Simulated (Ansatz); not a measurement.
# ZrTiN: a closer look at a trial structure, part 2 of 3

Aim: for this structure of ZrTiN, get its elastic tensor and see how the gap depends on the level of theory.

Ansatz 0.2.0; DFT PBE, scalar-relativistic, plane waves, PAW.

### 3 The same geometry with r2SCAN

input.yaml reads:

```yaml
crystal:
  lattice:
    - [3.2572785965, 0.0, 0.0]
    - [0.0, 3.2572785965, 0.0]
    - [0.0, 0.0, 4.0651501132]
  atoms:
    - { symbol: Zr, position: [0.0, 0.0, 0.0] }
    - { symbol: Ti, position: [0.5, 0.5, 0.5] }
    - { symbol: "N", position: [0.5, 0.5, 0.0] }
basis:
  ecutwfc: 500
kpoints:
  mp_grid: { grid: [14, 14, 12] }
  band_path:
    path:
      - [[0.0, 0.0, 0.0], [0.0, 0.5, 0.0], [0.5, 0.5, 0.0], [0.0, 0.0, 0.0], [0.0, 0.0, 0.5], [0.0, 0.5, 0.5], [0.5, 0.5, 0.5], [0.0, 0.0, 0.5]]
      - [[0.0, 0.5, 0.0], [0.0, 0.5, 0.5]]
      - [[0.5, 0.5, 0.0], [0.5, 0.5, 0.5]]
    npoints: 14
hamiltonian:
  xc: r2scan
scf:
  occupations: { method: gaussian, width: 0.1 }
  n_extra_bands: 7
output:
  forces: true
  stress: true
  eigenvalues: true
  populations: true
  dos: { projected: true, de: 0.02, nscf_kmesh: { grid: [17, 17, 15] } }
  bader: true
  write_density: true
  write_potential: true
  elf: true
  volumetric_format: npy
```

The run is started by

```
$ ansatz run input.yaml --threads 1 --pin off --max-ram 2560MiB --backend cpu --events-out ev --progress --plain --runs-dir out
```

The program printed:

```text
Warning: RAYON_NUM_THREADS=1 ignored (pool sized by the plan → 1); use --threads N
scf.n_extra_bands = 7 over 15 filled bands (N_el = 29.0): the run solves 22 bands
Engine: ansatz 0.2.0, x86_64-unknown-linux-gnu
Pseudopotentials: kind: paw
Pseudopotential: Zr, paw, valence charge 12, recommended cutoff 500 eV (meta_gga), Zr.paw.azcp
Pseudopotential: Ti, paw, valence charge 12, recommended cutoff 500 eV (meta_gga), Ti.paw.azcp
Pseudopotential: N, paw, valence charge 5, recommended cutoff 500 eV (meta_gga), N.paw.azcp
Functional definition: r2SCAN
  parameter k0 = 0.174
  parameter k1 = 0.065
  parameter a1 = 4.9479
  exchange = r2scan_x(k0 = k0, k1 = k1, a1 = a1)
  correlation = r2scan_c
Crystal: 3 atoms, lattice volume = 43.131 Å³
Basis set: ecut = 500 eV, 1075 PW (Γ), exchange–correlation on 96×96×120 points (64 copies of the dense FFT grid, shifted against one another)
Bands: 22, of which v1, the nominal top of the filled ones, is band 15 counted from 1 (14 counted from 0)
Symmetry: 16 space group operations
Space group: P4/mmm (ITA 123), of the structure as read, at distance tolerance 3.5e-5 Å
k-points: 252 of 2352
Non-local potential: Zr, projectors of the file, l = 0: 3, l = 1: 2, l = 2: 2, l = 3: 2
Non-local potential: Ti, projectors of the file, l = 0: 3, l = 1: 2, l = 2: 3, l = 3: 1
Non-local potential: N, projectors of the file, l = 0: 2, l = 1: 2, l = 2: 1
PAW form: soft (Blöchl's): semilocal exchange-correlation on the pseudo side does not see the compensation charge
PAW frozen core: Zr, regenerated for the run's functional (the file was generated under x = pbe(κ = 0.804, μ = 0.2195149727645171), c = pbe(β = 0.06672455060314922))
PAW frozen core: Ti, regenerated for the run's functional (the file was generated under x = pbe(κ = 0.804, μ = 0.2195149727645171), c = pbe(β = 0.06672455060314922))
PAW frozen core: N, regenerated for the run's functional (the file was generated under x = pbe(κ = 0.804, μ = 0.2195149727645171), c = pbe(β = 0.06672455060314922))
PAW one-centre angular grid: Zr, 590 points (default); XC on 160 Gauss nodes
PAW one-centre angular grid: Ti, 590 points (default); XC on 160 Gauss nodes
PAW one-centre angular grid: N, 302 points (default); XC on 160 Gauss nodes
Initial density: superposition of atomic densities (neutral atoms: chi_scale 0, normalization atom), corrected by the library's trained network
Initial wavefunctions: pseudopotential atomic-orbital guess
Functional: x = r2scan, c = r2scan; τ floored in thin density (d = 2e-4 eV/Å³)
SCF iter   1: F=—  HF=-7088.332201 eV  |F-HF|=—  |Δ(HF+E_count)|=         —  Δρ=1.62e-2  dr2=1.32e-1  dr2_τ=1.43e-1  ethr=1.77e-3  ⟨swp⟩=5.0  Hψ=21599  notcnv=0
preconditioner: auto → Kerker (q_TF=auto, 2.554 Å⁻¹)  [metal: Δε(μ)=0.010 eV  Ē_g=8.638 eV  σ=0.100 eV  W_gap=0.05  n_scr=14 (ndim 8)  ℏωp=20.4 eV  f_vac=0.000  D(μ)=1.58/eV (n_scr^D=14)]
SCF iter   2: F=—  HF=-7088.418101 eV  |F-HF|=—  |Δ(HF+E_count)|=   8.59e-2  Δρ=8.62e-3  dr2=3.79e-2  dr2_τ=2.11e-3  ethr=4.54e-4  ⟨swp⟩=2.0  Hψ=10609  notcnv=0  defer=479
SCF iter   3: F=—  HF=-7088.415817 eV  |F-HF|=—  |Δ(HF+E_count)|=   2.28e-3  Δρ=3.88e-3  dr2=5.39e-3  dr2_τ=9.83e-4  ethr=1.31e-4  ⟨swp⟩=2.1  Hψ=7814  notcnv=0  defer=479
SCF iter   4: F=—  HF=-7088.415999 eV  |F-HF|=—  |Δ(HF+E_count)|=   1.82e-4  Δρ=1.41e-3  dr2=1.06e-3  dr2_τ=8.01e-5  ethr=1.86e-5  ⟨swp⟩=2.0  Hψ=9292  notcnv=0  defer=479
SCF iter   5: F=—  HF=-7088.416066 eV  |F-HF|=—  |Δ(HF+E_count)|=   6.72e-5  Δρ=4.07e-4  dr2=9.62e-5  dr2_τ=2.29e-6  ethr=3.66e-6  ⟨swp⟩=1.8  Hψ=5837  notcnv=0  defer=479
SCF iter   6: F=—  HF=-7088.416072 eV  |F-HF|=—  |Δ(HF+E_count)|=   6.01e-6  Δρ=1.02e-4  dr2=7.84e-6  dr2_τ=3.36e-7  ethr=3.32e-7  ⟨swp⟩=2.2  Hψ=7474  notcnv=0  defer=479
SCF iter   7: F=—  HF=-7088.416071 eV  |F-HF|=—  |Δ(HF+E_count)|=   1.13e-6  Δρ=4.05e-5  dr2=7.04e-7  dr2_τ=1.01e-7  ethr=2.70e-8  ⟨swp⟩=2.0  Hψ=7107  notcnv=0  defer=479
SCF iter   8: F=-7088.416071 eV  HF=-7088.416071 eV  |F-HF|=2.61e-8  |Δ(HF+E_count)|=   9.44e-8  Δρ=1.05e-5  dr2=6.12e-8  dr2_τ=3.27e-9  ethr=3.45e-10  ⟨swp⟩=13.0  Hψ=35926  notcnv=0
SCF 1 converged in 8 iterations: F = -7088.416071 eV  dr2 = 6.12e-8
NSCF: frozen V_eff on 129 k-points
NSCF: frozen V_eff on 360 k-points
SCF converged after 8 iterations
Free energy (F): -7088.416071 eV
Harris-Foulkes:  -7088.416071 eV  (|F-HF|=2.61e-8)
Internal energy: -7088.408252 eV  (E = F + TS)
E sigma→0 (E₀):  -7088.412161 eV
Entropy (-TS):   -0.007819 eV (-2.606 meV/atom)
Fermi energy:    14.848271 eV
--- Per-component energies (eV) ---
  E_band       = -235.041100
  E_kinetic    = 738.412142
  E_local      = -1556.822323  (includes V_loc(G=0)·N_el)
  E_nonlocal   = 129.193870
  E_hartree    = 568.828712
  E_xc         = -310.190951
  E_vxc        = -430.910918  (∫ρ·V_xc dr)
  E_paw        = -4155.500884  (= ΣΔE_a)
  E_vpaw       = -278.937354  (= ΣTr[D̂ρ^β])
  E_aug_tail   = 0.000124  (compensation charges beyond the density's cutoff)
  E_vtau       = 26.361661  (kinetic-family band-sum trace: ∫τ·v_τ [+ j·A + Jᵃ·Aᵃ] dr)
  E_ewald      = -2501.881177
  E_core_change = -0.447763  (= ΣΔE_core)
  E_smearing   = -0.007819  (= −TS)
  E_closure    = -0.000000  (closes the sum)
  Σ components = -7088.416071   (vs F -7088.416071, Δ=0.00e0)
--- Forces (eV/Å), atoms counted from 1 ---
  atom   1  Zr     0.00000000     0.00000000     0.00000000
  atom   2  Ti     0.00000000     0.00000000     0.00000000
  atom   3  N      0.00000000    -0.00000000     0.00000000
  max |Σ_I F_I| component: 7.89e-30 eV/Å
--- Stress (GPa, compression-positive) ---
       -0.748319       0.000000       0.000000
        0.000000      -0.748319       0.000000
        0.000000       0.000000      -2.145389
  P = ⅓ Tr σ = -1.2140 GPa (-12.140 kbar)
--- Band table (eV; the first three rows and the last of 252) ---
  k-point 0: bands = ["-44.4816", "-35.8646", "-19.8178", "-19.5916", "-19.5916", "-13.0946", "-13.0946", "-13.0942", "-2.0275", "10.2455", "11.1798", "11.9341", "11.9341", "12.2345", "15.2025", "15.2025", "16.1429", "16.5072", "17.3136", "18.6564", "19.3189", "19.3189"]
  k-point 1: bands = ["-44.4815", "-35.8646", "-19.8197", "-19.5913", "-19.5913", "-13.0998", "-13.0950", "-13.0950", "-1.9849", "10.2561", "11.0615", "11.8781", "11.8781", "12.2791", "15.3034", "15.3034", "16.0489", "16.5337", "17.3982", "18.6186", "19.2284", "19.2284"]
  k-point 2: bands = ["-44.4813", "-35.8645", "-19.8248", "-19.5904", "-19.5904", "-13.1151", "-13.0959", "-13.0959", "-1.8656", "10.0963", "10.9728", "11.7379", "11.7379", "12.4111", "15.5731", "15.5731", "15.7859", "16.6110", "17.5688", "18.5107", "18.9898", "18.9898"]
  k-point 251: bands = ["-44.4589", "-35.7715", "-19.8230", "-19.7006", "-19.7006", "-13.5487", "-13.5487", "-13.0553", "-1.0969", "9.2480", "10.1979", "10.1979", "13.3871", "13.3871", "14.0102", "17.3861", "17.3861", "17.6680", "18.2341", "19.6379", "20.0585", "20.0736"]
--- Löwdin populations: 3 sites ---
  site symbol       q [e]
     0     Zr     11.5849
     1     Ti     11.3989
     2      N      5.7757
  spilling = 0.008293 (of n_electrons = 29.000000)
--- Bader charges: 3 sites ---
  site symbol  charge [e]  shift [e]
     0     Zr      1.4336     0.0006
     1     Ti      0.5843     0.0006
     2      N     -2.0179     0.0000
  estimated error of the sums over rays = 7.0e-4 e
```

It took 2.4 min on 1 thread of Intel Xeon at 2.50GHz (Skylake/Cascade Lake), shared host; peak memory 0.66 GiB.

Site by site:

```csv
atom,Löwdin electrons,Bader charge (e),Bader volume (Å³)
Zr1,11.58,+1.43,15.0
Ti2,11.40,+0.58,15.7
N3,5.78,-2.02,12.4
```

The Löwdin counts miss 0.24 of the 29 electrons, which the atomic orbitals do not span, so they are no charges.

From bands.tsv, the levels nearest the Fermi level at the path's corners, in eV from the Fermi level:

```
point  band 12  band 13  band 14  band 15  band 16  band 17  band 18  band 19
    Γ    -2.91    -2.91    -2.61     0.35     0.35     1.29     1.66     2.46
    X    -4.37    -1.63    -1.14    -0.03     1.30     1.55     2.81     3.02
    M    -3.03    -2.46    -2.03    -2.03     2.67     2.81     4.08     4.40
    Γ    -2.91    -2.91    -2.61     0.35     0.35     1.29     1.66     2.46
    Z    -3.56    -2.78    -1.47    -0.51     1.96     1.96     2.25     2.29
    R    -5.75    -1.91     0.18     0.25     0.89     2.75     2.95     3.63
    A    -4.65    -1.46    -1.46    -0.84     2.54     2.54     2.82     3.39
    Z    -3.56    -2.78    -1.47    -0.51     1.96     1.96     2.25     2.29
    X    -4.37    -1.63    -1.14    -0.03     1.30     1.55     2.81     3.02
    R    -5.75    -1.91     0.18     0.25     0.89     2.75     2.95     3.63
    M    -3.03    -2.46    -2.03    -2.03     2.67     2.81     4.08     4.40
    A    -4.65    -1.46    -1.46    -0.84     2.54     2.54     2.82     3.39
```

Counts of states by energy window (eV from the Fermi level), total and by projection:

| from | to | total | Zr 4d | Ti 3d | N 2p |
| --- | --- | --- | --- | --- | --- |
| -7 | -6 | 1.18 | 0.21 | 0.12 | 0.67 |
| -6 | -5 | 2.07 | 0.36 | 0.18 | 1.28 |
| -5 | -4 | 2.34 | 0.37 | 0.19 | 1.58 |
| -4 | -3 | 0.69 | 0.12 | 0.08 | 0.37 |
| -3 | -2 | 0.84 | 0.23 | 0.29 | 0.04 |
| -2 | -1 | 1.92 | 0.87 | 0.74 | 0.09 |
| -1 | 0 | 1.94 | 0.62 | 1.02 | 0.06 |
| 0 | 1 | 1.66 | 0.50 | 1.02 | 0.07 |
| 1 | 2 | 2.97 | 0.71 | 1.99 | 0.13 |
| 2 | 3 | 2.74 | 0.88 | 1.64 | 0.12 |

The solved bands begin to run out at 3.1 eV, so nothing above is shown.

A further 18 or so states lie below the table's range.

Density in a lattice plane of the grid's cell (edges 3.26 and 4.07 Å, at 0.500 of the third edge), which holds Ti and N.

Values in e/Å³, 12 rows by 10 columns:
```
0.15 0.19 0.39 1.01 2.39 3.14 2.39 1.01 0.39 0.19
0.15 0.17 0.28 0.54 1.05 1.36 1.05 0.54 0.28 0.17
0.15 0.16 0.20 0.31 0.53 0.67 0.53 0.31 0.20 0.16
0.16 0.16 0.20 0.44 1.43 2.24 1.43 0.44 0.20 0.16
0.17 0.18 0.34 1.64 5.66 7.73 5.66 1.64 0.34 0.18
0.17 0.20 0.46 2.61 7.89 9.81 7.89 2.61 0.46 0.20
0.17 0.18 0.34 1.64 5.66 7.73 5.66 1.64 0.34 0.18
0.16 0.16 0.20 0.44 1.43 2.24 1.43 0.44 0.20 0.16
0.15 0.16 0.20 0.31 0.53 0.67 0.53 0.31 0.20 0.16
0.15 0.17 0.28 0.54 1.05 1.36 1.05 0.54 0.28 0.17
0.15 0.19 0.39 1.01 2.39 3.14 2.39 1.01 0.39 0.19
0.15 0.20 0.47 1.33 3.10 3.49 3.10 1.33 0.47 0.20
```
Columns run along the first of these edges and rows up along the second, over one cell in 10 and 12 even steps from the bottom left corner. Atoms in the plane (fractional): Ti at (0.50, 0.50), N at (0.50, 0.00).

ELF in the same plane.

Ten even steps from '0' (0.05) to '9' (0.81):
```
00247999743479997420
11246899988899986421
22235789999999875322
33334566777776654333
54432222222222222344
65421001233321001245
66420024567654200246
76311257766677521136
75312477532357742135
75322577410147752235
75312477532357742135
76311257766677521136
66420024567654200246
65421001233321001245
54432222222222222344
33334566777776654333
22235789999999875322
11246899988899986421
00247999743479997420
00247999510159997420
```
Columns run along the first of these edges and rows up along the second, over one cell in 20 and 20 even steps from the bottom left corner. Atoms in the plane (fractional): Ti at (0.50, 0.50), N at (0.50, 0.00).

Both are smooth fields of the valence electrons: close to the nuclei they are not physical.

Maxima of ELF outside the ion cores: 0.83 in the shell around N, 0.7 Å from N; 0.65 between the atoms, 1.9 Å from Ti.

### 4 Variant: occupations.method fermi_dirac, occupations.width 0.025

input.yaml reads:

```yaml
crystal:
  lattice:
    - [3.2572785965, 0.0, 0.0]
    - [0.0, 3.2572785965, 0.0]
    - [0.0, 0.0, 4.0651501132]
  atoms:
    - { symbol: Zr, position: [0.0, 0.0, 0.0] }
    - { symbol: Ti, position: [0.5, 0.5, 0.5] }
    - { symbol: "N", position: [0.5, 0.5, 0.0] }
basis:
  ecutwfc: 500
kpoints:
  mp_grid: { grid: [14, 14, 12] }
hamiltonian:
  xc: r2scan
scf:
  occupations: { method: fermi_dirac, width: 0.025 }
output:
  forces: true
  eigenvalues: true
  stress: true
```

The run is started by

```
$ ansatz run input.yaml --threads 1 --pin off --max-ram 2560MiB --backend cpu --events-out ev --progress --plain --runs-dir out
```

The program printed, cut to the lines that bear on the results:

```text
Warning: RAYON_NUM_THREADS=1 ignored (pool sized by the plan → 1); use --threads N
[...]
[... 5 set-up lines as earlier in the session ...]
[...]
Crystal: 3 atoms, lattice volume = 43.131 Å³
[...]
--- Stress (GPa, compression-positive) ---
       -0.757917       0.000000       0.000000
        0.000000      -0.757917       0.000000
        0.000000       0.000000      -2.139256
  P = ⅓ Tr σ = -1.2184 GPa (-12.184 kbar)
--- Band table (eV; the first three rows and the last of 252) ---
  k-point 0: bands = ["-44.4836", "-35.8652", "-19.8201", "-19.5932", "-19.5932", "-13.0951", "-13.0949", "-13.0949", "-2.0276", "10.2455", "11.1794", "11.9342", "11.9342", "12.2339", "15.2017", "15.2017", "16.1416", "16.5069", "17.3122"]
[...]
```

It took 58 s on 1 thread of Intel Xeon at 2.50GHz (Skylake/Cascade Lake), shared host; peak memory 0.61 GiB.

```csv
run,ending,energy change,pressure (GPa),gap (eV),force (eV/Å),cycles,time
step 3,converged,0,-1.2,0.00,0.00,8,2.4 min
variant,converged,0.0 meV/atom (σ→0),-1.2,0.00,0.00,8,58 s
```

Changing the smearing hardly moves the energy: 0.0 meV/atom.

[end of part 2 of 3]
